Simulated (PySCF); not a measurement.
# Ce(OH)4: forces at shaken geometries

Aim: move all atoms of relaxed Ce(OH)4 at random and read energies and forces. The species was built from a template and needn't be a known compound.

Program: PySCF 2.14.0. Level of theory: B3LYP, Ce lcecp-2-SVP with ECP46, O def2-SVP, H def2-SVP; scalar-relativistic core potentials, no spin–orbit coupling. These are calculated values, not measurements.

2 further runs of the same task are left out: 2 for a known fault of the program.

## 1. Where the work starts

9 atoms, charge 0, spin multiplicity 1.

Bond lengths: Ce1–O2 2.084 Å, Ce1–O4 2.084 Å, Ce1–O6 2.084 Å, Ce1–O8 2.084 Å, O2–H3 0.960 Å, O4–H5 0.960 Å, O6–H7 0.960 Å, O8–H9 0.960 Å. Angles: O2–Ce1–O4 109.6°, O2–Ce1–O6 109.4°, O2–Ce1–O8 109.4°, O4–Ce1–O6 109.4°, O4–Ce1–O8 109.4°, O6–Ce1–O8 109.6°, Ce1–O2–H3 179.4°, Ce1–O4–H5 179.4°, Ce1–O6–H7 179.4°, Ce1–O8–H9 179.4°.

Geometry (Å):

```xyz
9

Ce    0.00000    0.00000    0.00000
O     1.31659    1.07951    1.20123
H     1.91927    1.58544    1.75157
O    -1.31659   -1.07951    1.20123
H    -1.91927   -1.58544    1.75157
O     1.07951   -1.31659   -1.20123
H     1.58544   -1.91927   -1.75157
O    -1.07951    1.31659   -1.20123
H    -1.58544    1.91927   -1.75157
```

Formal oxidation states: Ce +4. The 4f shell is empty and lies in the core potential. An earlier session relaxed this geometry at B3LYP, Ce lcecp-2-SVP with ECP46, O def2-SVP, H def2-SVP (singlet, point group Td).

Its energy there is -341.881484 Eh.

## 2. Atoms moved at random, σ = 0.15 Å

run.py (the lines that set the calculation)

```python
mol = gto.M(atom='''
Ce    -0.02301     0.12256    -0.03720
O      1.42659     1.22966     1.20782
H      1.98831     1.45950     1.71527
O     -1.23387    -1.33684     1.36786
H     -1.71815    -1.75316     1.76811
O      0.99870    -1.11262    -1.25390
H      1.46311    -1.87451    -1.84344
O     -1.10040     1.36450    -1.18791
H     -1.80128     1.90091    -1.73661''',
    basis={'Ce': 'lcecp-2-SVP', 'O': 'def2-SVP', 'H': 'def2-SVP'},
    ecp={'Ce': 'lcecp-2-SVP'},
    charge=0, spin=0)
mf = dft.RKS(mol, xc='B3LYP')
mf.grids.atom_grid = (50, 194)  # f atoms: unpruned, at least (60, 302)
mf = mf.density_fit()  # fitting sets: Ce AutoAux, O def2-universal-JKFIT, H def2-universal-JKFIT
mf.conv_tol = 1e-08; mf.max_cycle = 55
mf.kernel(dm0)  # dm0: the density of the relaxed state
```

Command:

```console
OMP_NUM_THREADS=2 python run.py
```

## 3. Atoms moved at random, σ = 0.1 Å

run.py (the lines that set the calculation)

```python
mol = gto.M(atom='''
Ce     0.00700     0.10560    -0.01814
O      1.20316     0.99160     1.34491
H      1.78972     1.42962     1.72758
O     -1.35067    -1.03290     1.10220
H     -1.91923    -1.60515     1.89644
O      1.18682    -1.12210    -1.25006
H      1.72615    -1.98570    -1.76323
O     -1.31835     1.44455    -1.18401
H     -1.32460     1.77448    -1.85568''',
    basis={'Ce': 'lcecp-2-SVP', 'O': 'def2-SVP', 'H': 'def2-SVP'},
    ecp={'Ce': 'lcecp-2-SVP'},
    charge=0, spin=0)
mf = dft.RKS(mol, xc='B3LYP')
mf.grids.atom_grid = (50, 194)  # f atoms: unpruned, at least (60, 302)
mf = mf.density_fit()  # fitting sets: Ce AutoAux, O def2-universal-JKFIT, H def2-universal-JKFIT
mf.conv_tol = 1e-08; mf.max_cycle = 55
mf.kernel(dm0)  # dm0: the density of the relaxed state
```

## 4. Atoms moved at random, σ = 0.06 Å

run.py (the lines that set the calculation)

```python
mol = gto.M(atom='''
Ce    -0.09102    -0.02157    -0.00399
O      1.30448     1.01697     1.18059
H      1.94984     1.63543     1.77223
O     -1.33468    -1.16294     1.19857
H     -1.81598    -1.52591     1.74051
O      1.01009    -1.32049    -1.18494
H      1.63277    -1.93533    -1.75420
O     -1.04345     1.32544    -1.20767
H     -1.61205     1.98841    -1.74110''',
    basis={'Ce': 'lcecp-2-SVP', 'O': 'def2-SVP', 'H': 'def2-SVP'},
    ecp={'Ce': 'lcecp-2-SVP'},
    charge=0, spin=0)
mf = dft.RKS(mol, xc='B3LYP')
mf.grids.atom_grid = (50, 194)  # f atoms: unpruned, at least (60, 302)
mf = mf.density_fit()  # fitting sets: Ce AutoAux, O def2-universal-JKFIT, H def2-universal-JKFIT
mf.conv_tol = 1e-08; mf.max_cycle = 55
mf.kernel(dm0)  # dm0: the density of the relaxed state
```

**Question.** What will these runs give? Wanted: for each run, σ; energy rise; harmonic estimate −½ F·u; largest force component.

**Answer**, as computed:

| σ (Å) | energy rise (eV) | harmonic estimate −½ F·u (eV) | largest force component (eV/Å) |
| --- | --- | --- | --- |
| 0.15 | 4.350 | 4.817 | 17.20 |
| 0.1 | 4.235 | 2.288 | 23.60 |
| 0.06 | 1.454 | 1.530 | 9.36 |

Every displacement raises the energy. For a harmonic well the rise equals −½ F·u; the two differ by at most 46 % here (a move with σ = 0.1 Å), from anharmonicity, the grid and the small forces left at the relaxed point. The bases are small and lack diffuse functions. Spin–orbit coupling is left out.
